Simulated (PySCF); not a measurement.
**Towards the basis-set limit for BrF**

Aim: bond length, wavenumber and bond energy of BrF near the limit of CCSD(T), built from two basis sets and any small corrections listed.

Method: CCSD(T) on RHF, scalar-relativistic core potentials; program: PySCF 2.14.0.

2 further runs of the same task are left out: 2 set aside as unsound or not needed.

## Step 1: The job

| Property | Result |
| --- | --- |
| molecule | BrF |
| state | singlet, unpaired electrons none |
| smaller basis | Br cc-pVTZ-PP with ECP10, F cc-pVTZ |
| larger basis | Br cc-pVQZ-PP with ECP10, F cc-pVQZ |
| frozen core orbitals | 10 |
| extrapolation | correlation as n⁻³ (n = 3, 4), Hartree–Fock as (n+1)·exp(−9√n) |
| corrections | core–valence correlation |
| distances (Å) | 1.5520, 1.6226, 1.6931, 1.7637, 1.8342, 1.9224, 2.0106 |
| masses (u) | 78.9183, 18.9984 |
| dissociation limit | Br + F |

Command:

```console
$ OMP_NUM_THREADS=4 python comp.py task.json out
```

## Step 2: The runs

**Question.** What will these runs give? Wanted: for each run, Re; ωe; ωexe; αe; De.

The runs gave:

| level | Re (Å) | ωe (cm⁻¹) | ωexe (cm⁻¹) | αe (cm⁻¹) | De (eV) |
| --- | --- | --- | --- | --- | --- |
| CCSD(T)/cc-pVTZ(-PP) | 1.7694 | 666.3 | 3.85 | 0.00259 | 2.439 |
| CCSD(T)/cc-pVQZ(-PP) | 1.7633 | 675.0 | 3.67 | 0.00252 | 2.628 |
| HF/CBS | 1.7140 | 777.3 | 2.83 | 0.00211 | 0.479 |
| MP2/CBS | 1.7576 | 692.5 | 3.16 | 0.00233 | 3.010 |
| CCSD/CBS | 1.7486 | 706.5 | 3.21 | 0.00233 | 2.501 |
| CCSD(T)/CBS | 1.7609 | 679.4 | 3.57 | 0.00248 | 2.726 |
| CCSD(T)/CBS+CV | 1.7578 | 680.7 | 3.60 | 0.00250 | 2.721 |

The last step gives Re = 1.7578 Å, ωe = 680.7 cm⁻¹ and De = 2.721 eV; the smaller basis alone is off from it by +11.6 mÅ and -0.28 eV. Near the minimum the mean field binds by 0.44 eV and correlation adds 2.29 eV of binding. T1 is 0.012. Spin–orbit coupling and excitations beyond (T) are left out.
